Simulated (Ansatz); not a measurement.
Runs of Ansatz 0.2.0 on MoI. The structure is tetragonal, space group P4/mmm (No. 123). Conventional cell: a = 3.623 Å, b = 3.623 Å, c = 5.042 Å, α = 90.00°, β = 90.00°, γ = 90.00°. Around Mo (site symmetry 4/mmm) lie 4 I at 2.56 Å. I (site symmetry 4/mmm) has 4 Mo at 2.56 Å as nearest neighbours. The cell was built by a generator and needn't be a form met in nature.

```tsv
task	level	cell	gap on the mesh (eV)	pressure (GPa)	relaxed volume (Å³/atom)
relaxation of cell and atoms	revPBE	relaxed	none	0.0	24.39
relaxation of cell and atoms	PBE+D4	relaxed	none	0.0	22.97
relaxation of cell and atoms	PBE	relaxed	none	0.0	23.94
relaxation of the atoms	PBE	atoms relaxed	none	11.0	-
relaxation of cell and atoms	PBEsol	relaxed	none	0.0	(b)
relaxation of cell and atoms	LDA	relaxed	none	0.0	(a)
relaxation of cell and atoms	RPBE	relaxed	none	0.0	24.58
relaxation of cell and atoms	PBE+D3(BJ)	relaxed	none	0.0	22.78
```

Alike in all rows: potentials or basis Ansatz PAW; no spin polarisation; k mesh 7 × 7 × 5; cutoff (eV) 420; smearing fermi-dirac 0.05 eV.

Problem. Fill in the values left out.

Solution. (a) 22.24; (b) 22.72.

Caveats: an odd number of electrons without spin polarisation forces a metal; a magnetic or distorted state may lie lower; the volume moved by over 15 % at a fixed basis, so the end points are rough (some runs); the plane-wave basis is chosen anew once the cell has moved, so the energies of steps on either side of that aren't comparable (some runs); this functional lacks dispersion, which binds the layers, so the pressure and a relaxed spacing across them are unreliable (some runs); the PAW data sets come from PBE, with cores solved anew for the run's functional, which leaves a small shift of forces and pressure (some runs); the relaxation stopped at its first step, so nothing moved (some runs).

A k mesh can miss the band edges, and the runs leave out spin-orbit coupling on I, Mo.

A gap of «none» marks a metal or a gap under the smearing width.
